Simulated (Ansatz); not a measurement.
# BFGaHO: one species, many methods

How much do the methods differ for BFGaHO? The plan is to run it at one geometry with functionals of several rungs and with coupled cluster. The yardstick is the atomisation energy at the CCSD(T) limit.

Method: functionals in def2-TZVPP, the program's frozen cores in correlated methods; program: Ansatz 0.2.0, Gaussian basis.

The runs, in order: LDA (SPW92), PBE-D4, revPBE-D4, BLYP-D4, r2SCAN-D4, B97M-V, PBE0-D4, B3LYP-D4, r2SCANh-D4, r2SCAN0-D4, HSE06-D4, BHLYP-D4, CAM-B3LYP-D4, LC-ωPBE, ωB97X-V, ωB97M-V, B2PLYP, PBE-QIDH; CCSD(T)/def2-SVP; CCSD(T)/def2-TZVPP; MP2/def2-QZVPP; extrapolation to the limit; RPA on PBE.

## (1) The geometry

All runs share one geometry, relaxed beforehand with PBE0-D4 in a triple-zeta def2 set.

SMILES `F[B]1[O][GaH]1`, 5 atoms, charge 0, spin multiplicity 1.

Atoms are counted from 1 here; the program's logs count them from 0.

Bond lengths: F1–B2 1.311 Å, B2–O3 1.300 Å, B2–Ga4 2.003 Å, O3–Ga4 2.024 Å, Ga4–H5 1.559 Å. Angles: F1–B2–O3 137.0°, F1–B2–Ga4 150.9°, O3–B2–Ga4 72.1°, B2–O3–Ga4 70.3°, B2–Ga4–O3 37.7°, B2–Ga4–H5 152.3°, O3–Ga4–H5 114.7°.

As a file:

| atom | x (Å) | y (Å) | z (Å) |
| --- | --- | --- | --- |
| F1 | 1.1211 | -1.3164 | 1.4703 |
| B2 | 0.4684 | -0.6646 | 0.5382 |
| O3 | -0.0429 | -0.9302 | -0.6273 |
| Ga4 | -0.3613 | 1.0155 | -0.1683 |
| H5 | -1.1353 | 1.8221 | -1.2543 |

## (2) LDA

This LDA is Slater exchange with PW92 correlation.

Contents of in.yaml:

```yaml
crystal:
  periodic: [false, false, false]
  atoms:
    - {symbol: F, position_ang: [1.121075, -1.316404, 1.470275]}
    - {symbol: B, position_ang: [0.468402, -0.664602, 0.538210]}
    - {symbol: O, position_ang: [-0.042913, -0.930213, -0.627323]}
    - {symbol: Ga, position_ang: [-0.361332, 1.015520, -0.168286]}
    - {symbol: H, position_ang: [-1.135334, 1.822098, -1.254275]}
basis:
  gaussian: {orbitals: def2-TZVPP}
hamiltonian: {xc: lda}
output: {orbitals: {seedname: orbitals}}
```

The run is started by

```sh
$ ansatz run in.yaml --threads 2 --pin off --events-out ev --progress --plain --max-ram 4352MiB
```

Further steps of the session: PBE-D4 (GGA); revPBE-D4 (GGA); BLYP-D4 (GGA); r2SCAN-D4 (meta-GGA); B97M-V (meta-GGA); B3LYP-D4 (hybrid); r2SCANh-D4 (hybrid); r2SCAN0-D4 (hybrid); HSE06-D4 (hybrid); BHLYP-D4 (hybrid); CAM-B3LYP-D4 (range-separated); LC-ωPBE (range-separated); ωB97X-V (range-separated); ωB97M-V (range-separated); B2PLYP (double hybrid); PBE-QIDH (double hybrid); CCSD(T) in def2-SVP; CCSD(T) in def2-TZVPP; MP2 in def2-QZVPP; RPA on PBE orbitals.

Before running them: what should the planned runs give, taken together? Wanted: atomisation energy, CCSD(T)/CBS; farthest beyond LDA; mean size of error, GGA; mean size of error, meta-GGA; mean size of error, hybrid; mean size of error, range-separated; mean size of error, double hybrid; gap, smallest and largest; T1 diagnostic.

**Answer**, as computed:

| quantity | value |
| --- | --- |
| atomisation energy, CCSD(T)/CBS | 19.304 eV |
| functionals within 0.193 eV (1.0 %) | revPBE-D4, BLYP-D4, PBE0-D4, B3LYP-D4, r2SCANh-D4, HSE06-D4, CAM-B3LYP-D4, LC-ωPBE, ωB97X-V, ωB97M-V, B2PLYP, PBE-QIDH |
| farthest beyond LDA | BHLYP-D4 (-1.159 eV) |
| mean size of error, GGA | 0.307 eV |
| mean size of error, meta-GGA | 0.312 eV |
| mean size of error, hybrid | 0.298 eV |
| mean size of error, range-separated | 0.046 eV |
| mean size of error, double hybrid | 0.111 eV |
| gap, smallest and largest | 3.00 eV (LDA (SPW92)), 9.47 eV (LC-ωPBE) |
| T1 diagnostic | 0.0168 |
| triples share of the correlation energy | 4.0 % |

In words: LDA overbinds by 3.704 eV (19 %). PBE-D4 misses by +0.770 eV. Double hybrids carry the basis error of their MP2 part in triple zeta, and no dispersion term here, so their miss is partly the set-up's. The rungs range-separated, double hybrid miss on average by less than the doubt on the reference (0.193 eV), so they tie. The reference freezes the cores and leaves out relativity and excitations past (T), and its outer-core shells are covered unevenly, so misses under about 0.193 eV can't be ranked. Hartree-Fock recovers 69 % of the binding; the rest is correlation. CCSD(T) in def2-SVP is off by -0.994 eV, which most functionals beat. Orbital gaps span 3.0 to 9.5 eV; exact exchange widens them. Correlated methods include outer-core shells of Ga, which these sets cover unevenly.
